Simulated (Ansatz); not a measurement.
The system is NiMoIrPdW.

```xyz
5
Lattice="4.1170 0.0000 0.0000 -2.0585 3.5655 0.0000 0.0000 0.0000 5.4458" Properties=species:S:1:pos:R:3 pbc="T T T"
Ni    0.0000    0.0000    5.2157
Mo    2.0585    1.1885    5.2367
Pd    2.0585    1.1885    2.5211
Ir    0.0000    2.3770    3.9521
W     0.0000    2.3770    1.2875
```

The cell was built by a generator and needn't be a form met in nature.

Base run:

```yaml
Program: Ansatz 0.2.0
Functional: PBE
Potentials_or_basis: all-electron PAW datasets made for the crystal
Cutoff: 440 eV (chosen from the basis error)
k_mesh: 6 × 6 × 4
Occupations: fermi-dirac, width 0.05 eV
Spin: collinear spin, ferromagnetic start
Starting_moments: "[1.0, 1.0, 0.0, 0.6, 0.0] μB"
```

Its results: band gap on the k mesh none (metal or under the smearing width); pressure 0.0 GPa; net moment 0.00 μB per cell; largest force 0.168 eV/Å.

Question: The run is repeated on the same cell with these changes: potentials or basis from all-electron PAW datasets made for the crystal to all-electron LAPW, scalar-relativistic; cutoff from 440 eV (chosen from the basis error) to 284 eV (chosen from the basis error); k mesh from 6 × 6 × 4 to 4 × 4 × 2. What comes out?

Answer: Band gap on the k mesh none (metal or under the smearing width); pressure -0.4 GPa; net moment 0.00 μB per cell; largest force 0.168 eV/Å.

Caveats: some runs use coarse meshes; the k mesh is thin for a metal, which can move the energy by tens of meV per atom; the starting moments weren't kept; the program warned that the printed levels may be off, so bands, gaps and densities of states are rough (some runs).

The runs don't all hold the same shells in valence.
